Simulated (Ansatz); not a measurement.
Cu3Sb, space group Pm-3m: an equation of state with a fit, run with Ansatz's Python interface.

`eos.py`
```python
# -*- coding: utf-8 -*-
"""Equation of state of Cu3Sb."""

import warnings

import ansatz as az
import numpy as np
from scipy.optimize import curve_fit

VECTORS = np.array([
    [3.89734, 0.0, 0.0],
    [0.0, 3.89734, 0.0],
    [0.0, 0.0, 3.89734],
])
SITES = [
    ("Cu", [0.5, 0.5, 0.0]),
    ("Cu", [0.5, 0.0, 0.5]),
    ("Cu", [0.0, 0.5, 0.5]),
    ("Sb", [0.0, 0.0, 0.0]),
]


def on_lattice(cell):
    crystal = az.Crystal(lattice=az.Lattice.of(cell))
    for symbol, position in SITES:
        crystal = crystal.atom(symbol, position)
    return crystal

def vinet(v, e0, v0, b0, b1):
    eta = (v / v0) ** (1 / 3)
    return e0 + 2 * b0 * v0 / (b1 - 1) ** 2 * (2 - (5 + 3 * b1 * (eta - 1) - 3 * eta) * np.exp(-1.5 * (b1 - 1) * (eta - 1)))


def main():
    warnings.simplefilter("ignore", az.DeckWarning)

    # scale the volume, keep shape and fractions
    volumes, energies = [], []
    for scale in np.linspace(0.88, 1.12, 7):
        cell = VECTORS * scale ** (1 / 3)
        job = (
            on_lattice(cell).calculation()
            .scf(tolerance=1e-09, max_iterations=60)
            .functional("pbesol", dispersion="d3bjatm")
            .occupations("cold", width=0.15)
            .mixing("msr1", preconditioner="none")
            .basis(500)
            .kpoints(6, 6, 6)
        )
        report = job.run().report
        volumes.append(abs(np.linalg.det(cell)) / len(SITES))
        energies.append(report["free_energy_ev"] / len(SITES))
        print(f"V = {volumes[-1]:8.4f} A^3/atom  F = {energies[-1]:.5f} eV/atom")

    guess = (min(energies), volumes[int(np.argmin(energies))], 0.5, 4.5)
    (e0, v0, b0, b1), _ = curve_fit(vinet, np.array(volumes), np.array(energies), p0=guess, maxfev=20000)
    print(f"Vinet fit: V0 = {v0:.4f} A^3/atom, B0 = {160.21766 * b0:.1f} GPa, B1 = {b1:.2f}")
    print("largest residual", round(1000 * float(np.abs(vinet(np.array(volumes), e0, v0, b0, b1) - energies).max()), 3), "meV/atom")


if __name__ == "__main__":
    main()
```

From its runs, with one value withheld:

| V (Å³/atom) | F less the lowest row shown (meV/atom) |
| --- | --- |
| 13.023 | 14.23 |
| 13.615 | 0.00 |
| 14.207 | 9.75 |
| 14.799 | 37.75 |
| 15.391 | 79.69 |
| 15.983 | 132.23 |
| 16.575 | ? |

What is the missing energy at 16.575 Å³ an atom?

A third-order Birch-Murnaghan fit, E = E0 + (9 V0 B0 / 16) [(t - 1)³ B' + (t - 1)² (6 - 4t)] with t = (V0/V)^(2/3), through the 6 rows shown gives V0 = 13.645 Å³, B0 = 146.5 GPa, B' = 5.18 and E0 = -0.02 meV. At V = 16.575 Å³, t = 0.87836, and the fit extrapolates to 192.67 meV. The run gave 192.65 meV, a miss of 0.02 meV.

These settings explore the input space; cutoff and mesh may be short of convergence. Dispersion corrections can be off by several per cent in the lattices of metals, and by several GPa in the pressure at a fixed cell. The mesh is modest for a metal, so energies can be off by several to tens of meV an atom and pressures by half a GPa or more; differences at equal mesh fare better. This cell is a computed structure, which may not be the phase found in nature. Cost: of the order of 10 core-seconds.

(A comment or docstring line of the script was reworded after the run, the code is as it ran.)
